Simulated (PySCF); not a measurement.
# LaBr: from the state search to spectroscopic constants

One job finds the state of LaBr, follows it along the bond with each method and fits the curves.

The runs use PySCF 2.14.0; La x2c-SVPall, Br x2c-SVPall, spin-free X2C with a Gaussian nucleus.

### 1 The job

A driver script around PySCF takes these settings:

```yaml
atoms: La, Br
charge: 0
basis: La x2c-SVPall, Br x2c-SVPall
Hamiltonian: spin-free X2C with a Gaussian nucleus
basis_functions: 98
electrons_treated: 92
masses_in_u: 138.9063, 78.9183
levels: PBE0, PBE, r²SCAN, TPSSh, MN15, HF, MP2, SCS-MP2, CCSD, CCSD(T)
grid: 80 radial by 434 angular points
occupations: held fixed by the projection of orbital angular momentum
dissociation_limit: La + Br, each in its ground configuration
starting_distance_in_angstrom: 2.710
values_of_2S_to_try: 0, 2
```

Started as:

```
OMP_NUM_THREADS=2 python dia.py task.json out
```

After this run come: The PBE0 curve of the state that the search chose; Excited determinants; PBE; r²SCAN; TPSSh; MN15 (hybrid meta-GGA); UHF (mean field); Correlated methods on the Hartree–Fock reference.

Before running it: what results should come out? Wanted: for each run, Re; ωe; De; μ.

The runs gave:

Lowest PBE0 solution found, without spin–orbit coupling: ³Δ (triplet), unpaired electrons σ ↑, δ ↑, about 0.0 electrons in the 4f shell (Mulliken). State 2 has its PBE0 minimum 0.00 eV higher, as a spin-mixed determinant (⟨S²⟩ = 0.81), so this is no gap between pure states. The other levels ran on the lowest alone.

```
      level  Re (Å)  ωe (cm⁻¹)  De (eV)  μ (D)
        UHF   2.804      210.0     3.88  -5.56
    UHF-MP2   2.707      231.0     4.68    n/a
UHF-SCS-MP2   2.727      226.2     4.47    n/a
   UHF-CCSD   2.732      225.3     4.29    n/a
UHF-CCSD(T)   2.725      226.8     4.28    n/a
        PBE   2.695      225.5     4.76  -4.18
     r²SCAN   2.709      225.5     4.80  -4.82
      TPSSh   2.709      225.2     4.75  -4.92
       PBE0   2.699      227.3     4.70  -4.76
       MN15   2.682      229.5     4.26  -4.72
```

De is counted to La + Br in their ground configurations. A positive dipole means La(−)Br(+).

Differences from CCSD(T) in the same basis:

```
      level  Re (mÅ)  ωe (%)
        UHF      +78    -7.4
    UHF-MP2      -18    +1.8
UHF-SCS-MP2       +2    -0.3
   UHF-CCSD       +7    -0.6
        PBE      -31    -0.6
     r²SCAN      -16    -0.6
      TPSSh      -16    -0.7
       PBE0      -26    +0.2
       MN15      -43    +1.2
```

In words: Judged by CCSD(T) in the same basis: best bond length UHF-SCS-MP2 (+2 mÅ), worst UHF (+78 mÅ); best wavenumber PBE0 (+0.2 %), worst UHF (-7.4 %). CCSD(T) in a basis this small is itself some way from its limit, more so than the functionals. Of the levels with a De here, UHF gives the least (3.88 eV) and r²SCAN the most (4.80 eV).

Correlated steps freeze 27 core orbitals. These are scalar-relativistic numbers at best; spin–orbit coupling would shift them, the dissociation energy most. With d or f electrons several states lie close, and the lowest PBE0 determinant need not be the measured ground state. With spin–orbit coupling the term label itself may not hold.
